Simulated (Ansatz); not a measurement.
This script drives Ansatz 0.2.0, Python API.

Contents of `ch4sizn.xyz`:
```text
7

C    -0.87840   -0.37460   -0.29320
Si    0.48240    0.32430    0.72220
Zn    0.89850   -1.87070   -0.08930
H    -0.45140   -0.95310   -1.12570
H    -1.49080    0.51230   -0.75770
H    -0.01990    1.36060    1.65490
H     1.52090    0.93330   -0.15690
```

The script, `bde_ch4sizn.py`:
```python
import ansatz as az

BASIS = "def2-SVP"
FUNCTIONAL = "r2scan0"


def total_energy(molecule, charge=0, unpaired=0):
    calc = (
        molecule.calculation()
        .basis(gaussian=BASIS)
        .functional(FUNCTIONAL)
    )
    if charge:
        calc = calc.charge(charge)
    if unpaired:
        calc = calc.spin("collinear", total=unpaired)
    report = calc.run().report
    if report["published_state_doubts"]:
        print("  doubts:", report["published_state_doubts"])
    return report["free_energy_ev"]

def without(molecule, index):
    rest = az.Crystal.molecule()
    for i, site in enumerate(molecule.cartesian_sites):
        if i != index:
            rest = rest.atom(site.symbol, site.position_ang)
    return rest


def main() -> None:
    system = az.Crystal.molecule_from_extxyz("ch4sizn.xyz")

    whole = total_energy(system, 0)
    hydrogen = total_energy(az.Crystal.molecule().atom("H", (0, 0, 0)), 0, 1)
    print(f"E(molecule) = {whole:.5f} eV, E(H) = {hydrogen:.5f} eV")
    for index in [4, 6]:
        radical = total_energy(without(system, index), 0, 1)
        print(f"H{index}: homolysis {96.485332 * (radical + hydrogen - whole):.1f} kJ/mol")
        anion = total_energy(without(system, index), -1)
        print(f"H{index}: loss of a proton {96.485332 * (anion - whole):.1f} kJ/mol")


if __name__ == "__main__":
    main()
```

It is started by `python bde_ch4sizn.py`. Estimate its wall time and peak memory on 1 thread of Arm Neoverse V2, with other jobs on the host.

It took about 100 s, with a peak of 0.36 GiB, for 6 runs of the engine.

Running `python bde_ch4sizn.py` prints:
```text
E(molecule) = -57381.98368 eV, E(H) = -13.58464 eV
H4: homolysis 347.1 kJ/mol
H4: loss of a proton 1559.7 kJ/mol
H6: homolysis 201.9 kJ/mol
H6: loss of a proton 1414.6 kJ/mol
```

Total energies depend on the basis set; only differences at equal settings carry meaning. The geometry is a force-field or estimated start, not a minimum of this method, and the basis set is short of its limit. All parts are taken at fixed geometry, without zero-point energy. The expectation value of S² is noticeably off S(S+1) in at least one run, so that state is spin-contaminated. Anions want diffuse functions, which this basis lacks.
